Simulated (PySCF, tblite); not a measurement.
# C4H13BN2: dynamics, then NMR shifts on frames, part 2 of 2

tblite 0.8.0 and PySCF 2.14.0. Atoms count from 0. The steps go on from the part before.

## 6. Shielding tensors: 800 fs, PBE0/pcSseg-1

The job: settings as JSON, then the geometry in Å.

```
{"job": {"kind": "nmr", "xc": "PBE0", "basis": "pcSseg-1", "pop": false}, "charge": 0, "multiplicity": 1}
C     -2.831900    -0.393800     0.472100
C     -1.894600    -1.553100     0.872800
C     -1.024000    -1.112300     2.086300
N     -0.091000    -0.071700     1.700500
B      1.252700    -0.259000     1.449500
N      2.181800     0.630400     0.786500
C      3.554100     0.457300     0.639300
H     -2.285200     0.401300    -0.044800
H     -3.185000     0.020900     1.412500
H     -3.687200    -0.794600    -0.190100
H     -2.525900    -2.394700     1.232300
H     -1.183400    -1.816100     0.090100
H     -0.447500    -1.979900     2.512300
H     -1.695200    -0.828900     2.904800
H     -0.584400     0.789800     1.409600
H      1.742000    -1.290000     1.857200
H      1.834700     1.509600     0.459100
H      4.145900     1.224500     1.228500
H      3.935300     0.347800    -0.467700
H      3.900800    -0.517800     0.991000
```

Method: GIAO PBE0/pcSseg-1 NMR shielding, non-relativistic, gas phase.

What it wrote:

```text
coarse grid: 15616 points
cycle   1  E = -294.1655563181  dE =  4.874e-01  |g| = 4.720e-01  |ddm| = 3.625e+00
cycle   2  E = -294.1556446914  dE =  9.912e-03  |g| = 5.390e-01  |ddm| = 8.752e-01
cycle   3  E = -294.2237438415  dE = -6.810e-02  |g| = 5.758e-02  |ddm| = 4.642e-01
cycle   4  E = -294.2243688212  dE = -6.250e-04  |g| = 2.185e-02  |ddm| = 5.638e-02
cycle   5  E = -294.2244739605  dE = -1.051e-04  |g| = 4.763e-03  |ddm| = 1.769e-02
cycle   6  E = -294.2244786556  dE = -4.695e-06  |g| = 1.499e-03  |ddm| = 4.706e-03
final grid: 147864 points
cycle   7  E = -294.2612577141  dE = -4.388e-05  |g| = 9.563e-03  |ddm| = 2.843e-02
cycle   8  E = -294.2612476614  dE =  1.005e-05  |g| = 1.172e-02  |ddm| = 1.674e-02
cycle   9  E = -294.2612805086  dE = -3.285e-05  |g| = 7.729e-04  |ddm| = 8.898e-03
cycle  10  E = -294.2612806338  dE = -1.252e-07  |g| = 2.556e-04  |ddm| = 7.186e-04
cycle  11  E = -294.2612806462  dE = -1.246e-08  |g| = 8.057e-05  |ddm| = 2.038e-04
cycle  12  E = -294.2612806476  dE = -1.301e-09  |g| = 2.669e-05  |ddm| = 7.506e-05
cycle  13  E = -294.2612806477  dE = -1.488e-10  |g| = 7.876e-06  |ddm| = 2.257e-05
converged SCF energy = -294.2612806477

GIAO shielding tensors (ppm)
atom      isotropic    diamagn.    paramagn.     s11        s22        s33       span
  0 C      165.267     250.366     -85.100    145.992    168.302    181.506     35.514
  1 C      150.320     248.340     -98.020    135.671    148.083    167.205     31.534
  2 C      127.714     243.228    -115.514    115.144    121.767    146.231     31.087
  3 N      174.480     327.102    -152.622    104.352    204.972    214.117    109.765
  4 B       74.184     198.730    -124.547     44.913     83.012     94.626     49.713
  5 N      193.466     326.570    -133.104    118.771    213.164    248.463    129.693
  6 C      148.319     236.415     -88.096    121.633    138.311    185.012     63.380
  7 H       30.050      33.271      -3.221     25.569     30.065     34.516      8.947
  8 H       30.926      30.411       0.515     27.264     29.613     35.900      8.636
  9 H       28.677      27.508       1.170     24.355     26.029     35.649     11.294
 10 H       29.692      29.507       0.184     24.468     28.523     36.084     11.615
 11 H       30.238      32.290      -2.052     26.833     29.408     34.474      7.641
 12 H       27.672      29.450      -1.778     23.532     27.512     31.972      8.440
 13 H       28.896      29.603      -0.707     24.663     27.901     34.126      9.463
 14 H       28.347      36.467      -8.119     20.985     30.468     33.589     12.604
 15 H       27.324      33.054      -5.730     25.230     26.817     29.926      4.696
 16 H       30.106      37.453      -7.347     22.054     31.113     37.149     15.095
 17 H       27.688      23.142       4.546     22.125     25.698     35.242     13.117
 18 H       27.038      25.504       1.534     22.175     24.978     33.960     11.785
 19 H       28.237      27.118       1.119     25.237     27.115     32.360      7.123
```

Run time: 23 s. Hardware: 1 thread of Arm Neoverse V2, shared host; peak memory 0.85 GiB.

Key values: δ C2 59.2, C6 38.6, C1 36.6, C0 21.7, H18 4.68, H15 4.39 ppm.

## 7. Shielding tensors: 1000 fs, PBE0/pcSseg-1

The job: settings as JSON, then the geometry in Å.

```
{"job": {"kind": "nmr", "xc": "PBE0", "basis": "pcSseg-1", "pop": false}, "charge": 0, "multiplicity": 1}
C     -2.786800    -1.085600     0.601900
C     -1.954000    -2.017800     1.430300
C     -1.009900    -1.357300     2.451800
N     -0.108700    -0.341400     1.847800
B      1.252900    -0.592400     1.747400
N      2.075400     0.019600     0.767800
C      3.515600     0.162700     0.797100
H     -2.298400    -0.525700    -0.252800
H     -3.136600    -0.245700     1.230900
H     -3.682800    -1.510900     0.129800
H     -2.596100    -2.600200     2.028100
H     -1.327300    -2.641600     0.755400
H     -0.350800    -2.147800     2.873400
H     -1.662500    -0.933200     3.263500
H     -0.571000     0.332700     1.367600
H      1.607400    -1.475400     2.443200
H      1.701900     0.570900     0.034800
H      3.882500     0.840500     1.575300
H      3.800300     0.432900    -0.204400
H      3.959500    -0.778100     1.033400
```

With the program's defaults for keys left out, this is: GIAO PBE0/pcSseg-1 NMR shielding, non-relativistic, gas phase.

What it wrote:

```text
coarse grid: 15616 points
cycle   1  E = -294.1555907689  dE =  6.158e-01  |g| = 5.005e-01  |ddm| = 3.658e+00
cycle   2  E = -294.1441210886  dE =  1.147e-02  |g| = 5.708e-01  |ddm| = 9.583e-01
cycle   3  E = -294.2193122417  dE = -7.519e-02  |g| = 6.196e-02  |ddm| = 5.150e-01
cycle   4  E = -294.2200457795  dE = -7.335e-04  |g| = 2.202e-02  |ddm| = 5.819e-02
cycle   5  E = -294.2201500105  dE = -1.042e-04  |g| = 5.406e-03  |ddm| = 1.807e-02
cycle   6  E = -294.2201558787  dE = -5.868e-06  |g| = 1.724e-03  |ddm| = 5.077e-03
final grid: 147864 points
cycle   7  E = -294.2567780509  dE = -4.457e-05  |g| = 1.010e-02  |ddm| = 2.766e-02
cycle   8  E = -294.2567673475  dE =  1.070e-05  |g| = 1.226e-02  |ddm| = 1.736e-02
cycle   9  E = -294.2568031544  dE = -3.581e-05  |g| = 9.809e-04  |ddm| = 9.351e-03
cycle  10  E = -294.2568033485  dE = -1.940e-07  |g| = 2.892e-04  |ddm| = 8.111e-04
cycle  11  E = -294.2568033644  dE = -1.596e-08  |g| = 8.813e-05  |ddm| = 2.434e-04
cycle  12  E = -294.2568033661  dE = -1.718e-09  |g| = 2.137e-05  |ddm| = 7.610e-05
cycle  13  E = -294.2568033662  dE = -9.061e-11  |g| = 6.218e-06  |ddm| = 1.842e-05
converged SCF energy = -294.2568033662

GIAO shielding tensors (ppm)
atom      isotropic    diamagn.    paramagn.     s11        s22        s33       span
  0 C      172.921     249.813     -76.892    161.769    166.715    190.279     28.510
  1 C      159.799     246.692     -86.894    148.126    154.325    176.944     28.818
  2 C      126.162     242.150    -115.988    109.076    121.971    147.439     38.364
  3 N      177.349     327.155    -149.807     99.911    210.074    222.061    122.150
  4 B       74.280     201.287    -127.006     43.732     80.303     98.805     55.073
  5 N      203.266     326.278    -123.012    146.594    214.348    248.855    102.261
  6 C      155.486     239.808     -84.322    128.845    146.713    190.901     62.056
  7 H       29.756      33.360      -3.603     25.303     28.669     35.296      9.993
  8 H       30.791      30.745       0.046     26.990     28.763     36.622      9.632
  9 H       30.224      28.423       1.802     25.657     27.244     37.772     12.115
 10 H       31.130      28.824       2.307     25.461     30.202     37.728     12.266
 11 H       29.711      30.709      -0.998     25.242     29.017     34.873      9.631
 12 H       27.816      29.566      -1.750     23.810     28.204     31.435      7.625
 13 H       27.986      27.979       0.007     22.836     27.559     33.561     10.725
 14 H       30.691      41.958     -11.267     24.058     31.973     36.041     11.983
 15 H       27.483      33.469      -5.986     25.277     26.756     30.416      5.140
 16 H       30.142      40.240     -10.098     21.969     31.262     37.194     15.224
 17 H       28.799      26.162       2.637     23.543     27.043     35.811     12.268
 18 H       29.369      28.116       1.253     24.441     27.495     36.170     11.729
 19 H       29.229      27.866       1.363     24.817     28.175     34.696      9.879
```

Wall time 23 s (1 thread of Arm Neoverse V2, shared host); peak memory 0.83 GiB.

In short: δ C2 60.8, C6 31.4, C1 27.1, C0 14.0, H15 4.23, H12 3.90 ppm.

## 8. Comparing the runs: NMR shifts

Shifts (ppm) of some atoms, chosen among heavy atoms and hydrogens apart, with basis size and wall time:

| frame | C2 | C1 | C0 | H8 | H9 | N5 | N3 | functions | time |
| --- | --- | --- | --- | --- | --- | --- | --- | --- | --- |
| 250 fs | 50.5 | 40.7 | 6.6 | -0.26 | -0.76 | 81.3 | 73.7 | 184 | 29 s |
| 425 fs | 52.0 | 29.0 | 16.2 | 3.48 | 0.15 | 69.1 | 89.1 | 184 | 23 s |
| 625 fs | 48.2 | 30.3 | 8.7 | 1.50 | 0.25 | 77.8 | 79.9 | 184 | 22 s |
| 800 fs | 59.2 | 36.6 | 21.7 | 0.79 | 3.04 | 74.3 | 93.2 | 184 | 23 s |
| 1000 fs | 60.8 | 27.1 | 14.0 | 0.93 | 1.49 | 64.5 | 90.4 | 184 | 23 s |

## 9. What came out

This closing draws on all 2 parts.

| quantity | value |
| --- | --- |
| thermostat | 300 K |
| mean temperature, second half | 282 K |
| mean potential energy above the minimum | 0.68 eV |
| 13C shifts against TMS (PBE0/pcSseg-1, 250 fs) | 50.5, 40.7, 33.0, 6.6 ppm |
| 1H shifts against TMS (PBE0/pcSseg-1, 250 fs) | 4.27, 4.17, 3.01, 2.72, 2.59, 2.53, 2.39, 1.94, 1.86, 1.39, 0.14, -0.26, -0.76 ppm |
| 15N shifts against NH3 (PBE0/pcSseg-1, 250 fs) | 81.3, 73.7 ppm |
| 11B shifts against BF3·OEt2 (PBE0/pcSseg-1, 250 fs) | 25.1 ppm |
| surface potential, 1st and 99th percentile | -0.93 V and 1.43 V |
| range of the shift of N3 | 73.7 to 93.2 ppm |

**Reading.** In the second half the potential energy averages 0.68 eV above the minimum; equipartition over 54 harmonic modes at 300 K would give 0.70 eV. With 20 atoms the temperature swings widely (164 to 399 K). Shifts at one fixed geometry are not the observed spectrum, which averages over the motion. In ppm, N3 moves most: its shift spreads over 19.5 ppm, from 73.7 (250 fs) to 93.2 (800 fs).
